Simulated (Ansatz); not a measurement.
# C2H4NSi: the cost of one run

All numbers below are computed with Ansatz 0.2.0 (UKS PBE0/6-31G*).

## (1) The starting structure

Bond lengths: C1–C2 1.210 Å, C2–Si3 1.863 Å, Si3–N4 1.824 Å, C1–H5 1.062 Å, Si3–H6 1.515 Å, N4–H7 1.015 Å, N4–H8 1.015 Å. Angles: C1–C2–Si3 161.7°, C2–C1–H5 175.2°, C2–Si3–N4 100.0°, C2–Si3–H6 101.2°, N4–Si3–H6 97.1°, Si3–N4–H7 110.3°, Si3–N4–H8 110.5°, H7–N4–H8 106.3°.

As a file:

```xyz
8

C    -0.0968    1.9663   -1.2039
C     0.1373    1.0969   -0.3953
Si    0.9368   -0.3479    0.4676
N    -0.4791   -1.4963    0.5409
H    -0.3678    2.7549   -1.8609
H     0.8860    0.1061    1.9125
H    -0.1897   -2.3874    0.9309
H    -0.8266   -1.6927   -0.3918
```

## (2) End point A

input.yaml

```yaml
crystal:
  periodic: [false, false, false]
  atoms:
    - { symbol: C, position_ang: [-0.09675, 1.96629, -1.20392] }
    - { symbol: C, position_ang: [0.13726, 1.09694, -0.39532] }
    - { symbol: Si, position_ang: [0.93677, -0.34789, 0.46757] }
    - { symbol: "N", position_ang: [-0.47908, -1.49625, 0.54091] }
    - { symbol: H, position_ang: [-0.36783, 2.75492, -1.86088] }
    - { symbol: H, position_ang: [0.88598, 0.10609, 1.91249] }
    - { symbol: H, position_ang: [-0.18972, -2.38744, 0.93089] }
    - { symbol: H, position_ang: [-0.82664, -1.69266, -0.39176] }
total_charge: -1
magnetization:
  spin_polarized: true
basis:
  gaussian: { orbitals: "6-31G*" }
hamiltonian:
  xc: pbe0
relax:
  f_tol: 0.02
  max_steps: 50
```

The run is started by

```console
$ ansatz run input.yaml --threads 2 --pin off --max-ram 3072MiB --backend cpu --events-out ev --progress --plain --runs-dir out
```

**Question.** How long does this run take on 2 threads of Arm Neoverse V2, shared host, and how much memory does it need?

About 31 s, with a peak of 0.17 GiB.
